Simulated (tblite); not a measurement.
# C7H8BrF3N2: the cost of one run

Programs: tblite 0.8.0 and PySCF 2.14.0. All values are calculated, for the isolated system unless a continuum is named. Atoms count from 0, parts from 1.

## Step 1: The system as given

21 atoms, charge 0, multiplicity 1; geometry: rigid parts in contact. Parts: 1 = atoms 0–5, `FC(F)=C(F)Br`, charge 0; 2 = atoms 6–20, `CN1[C]N(C)C=C1`, charge 0.

## Step 2: Search for minima with GFN2-xTB

The job: settings as JSON, then the geometry in Å.

```
{"job": {"kind": "dock", "xc": "GFN2-xTB", "basis": "xTB"}, "charge": 0, "multiplicity": 1, "parts": [{"atoms": "0-5", "charge": 0, "multiplicity": 1}, {"atoms": "6-20", "charge": 0, "multiplicity": 1}]}
F     -1.282186     0.200744     1.193254
C     -0.689493     0.167045     0.015031
F     -1.526265     0.466611    -0.961752
C      0.596030    -0.131463    -0.152843
F      1.154337    -0.153728    -1.357595
Br     1.747577    -0.549210     1.263904
C     -5.217166     0.669015     0.915111
N     -4.336220     1.623777     0.308959
C     -3.897044     2.768432     0.927390
C     -3.097036     3.399547     0.038327
N     -3.078229     2.617300    -1.090011
C     -2.332877     2.931615    -2.273413
C     -3.841761     1.504662    -0.948988
H     -4.784574     0.272082     1.837405
H     -5.370139    -0.145738     0.209935
H     -6.182404     1.125398     1.151106
H     -4.182358     3.032233     1.925957
H     -2.553182     4.319648     0.113044
H     -2.540698     2.166678    -3.018981
H     -1.259603     2.946057    -2.064496
H     -2.624925     3.908276    -2.667505
```

Method: GFN2-xTB search for minima from random contacts, gas phase.

Launch:

```sh
> OMP_NUM_THREADS=1 python cluster_run.py task.json out
```

One launch serves the whole session: the jobs run in the order shown.

**Question.** How long does this first job take on 1 thread of Intel Xeon at 2.50GHz, shared host?

About 3.9 min.
